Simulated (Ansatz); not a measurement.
# H₂Br (doublet): from Hartree-Fock to the top rungs at distance Br1–H2 along a hydrogen transfer = 1.460 Å, cc-pVDZ

How much of the correlation energy of H₂Br (doublet) does each wave-function method recover here?

The runs use Ansatz 0.2.0, Gaussian basis; cc-pVDZ, core rule «outside noble gas», up to 14 orbitals frozen.

The runs, in order: UHF; CCSD(T) on ROHF; CCSD(T) on UHF; BCCD(T) on ROHF; CISD; CCSDT(Q) on ROHF; CCSDT(Q) on UHF; CISDTQ; CCSDTQ on ROHF; CCSDTQ on UHF; CASSCF and MRCISD+Q, 3 electrons in 3 orbitals; CASSCF and NEVPT2, 3 electrons in 3 orbitals; CASSCF and MRCISD+Q, 9 electrons in 6 orbitals; CASSCF and NEVPT2, 9 electrons in 6 orbitals; Full CI.

## 1. What is computed

The geometry derives from fragments relaxed apart (PBE0/def2-TZVP) and kept rigid, so it is no stationary point. A hydrogen atom is moved between rigid fragments. No spin-orbit coupling is included. The filled d shell of Br may be among the frozen orbitals whatever the setting's name suggests; the logs give the count.

3 atoms, charge 0, spin multiplicity 2.

Atoms are counted from 1 here; the program's logs count them from 0.

Bond lengths: Br1–H2 1.460 Å.

## 2. UHF

in.yaml

```yaml
crystal:
  periodic: [false, false, false]
  atoms:
    - {symbol: Br, position_ang: [0.000000, 0.000000, -1.300000]}
    - {symbol: H, position_ang: [0.000000, 0.000000, 0.160000]}
    - {symbol: H, position_ang: [0.000000, 0.000000, 1.140000]}
basis:
  gaussian: {orbitals: cc-pVDZ}
magnetization: {spin_polarized: true, initial_magnetization: 1}
hamiltonian: {xc: hf}
output: {orbitals: {seedname: orbitals}}
```

Started as:

```sh
$ ansatz run in.yaml --threads 1 --pin off --events-out ev --progress --plain --max-ram 2816MiB --backend cpu
```

The runs that follow: CCSD(T) on ROHF; CCSD(T) on UHF; BCCD(T) on ROHF; CISD; CCSDT(Q) on ROHF; CCSDT(Q) on UHF; CISDTQ; CCSDTQ on ROHF; CCSDTQ on UHF; CASSCF and MRCISD+Q, 3 electrons in 3 orbitals; CASSCF and NEVPT2, 3 electrons in 3 orbitals; CASSCF and MRCISD+Q, 9 electrons in 6 orbitals; CASSCF and NEVPT2, 9 electrons in 6 orbitals; Full CI.

Before running them: what should the planned runs give, taken together? Wanted: FCI below the RHF energy; RMP2 from FCI; UMP2 from FCI; RCCSD from FCI; RCCSD(T) from FCI; UCCSD(T) from FCI; RCCSDT(Q) from FCI; UCCSDT(Q) from FCI; NEVPT2 pair from FCI.

The runs gave:

| quantity | value |
| --- | --- |
| FCI below the RHF energy | -4.4165 eV |
| RMP2 from FCI | +56.4 kJ/mol |
| UMP2 from FCI | +57.8 kJ/mol |
| RCCSD from FCI | +8.3 kJ/mol |
| RCCSD(T) from FCI | +1.6 kJ/mol |
| UCCSD(T) from FCI | +1.5 kJ/mol |
| RCCSDT(Q) from FCI | +0.1 kJ/mol |
| UCCSDT(Q) from FCI | 0.0 kJ/mol |
| NEVPT2 pair from FCI | +49.6 kJ/mol |
| NEVPT2 valence from FCI | +79.8 kJ/mol |
| MRCISD+Q valence from FCI | 0.0 kJ/mol |
| levels within 1 kcal/mol (43 meV) | RCCSD(T), UCCSD(T), BCCD(T), RCCSDT, UCCSDT, CISDTQ, RCCSDT(Q), UCCSDT(Q), RCCSDTQ, UCCSDTQ, MRCISD+Q valence |
| T1 diagnostic | 0.025 |
| effectively unpaired electrons | 1.03 |

In words: RCCSD(T) misses by +1.6 kJ/mol, 0.4 % of the correlation energy. One determinant dominates. Of the multireference levels listed MRCISD+Q valence comes nearest in total energy (0.0 kJ/mol), which doesn't show that its space is the better one. These misses are within one basis, not against nature; the frozen cores of restricted and unrestricted runs differ, which can shift their rows.
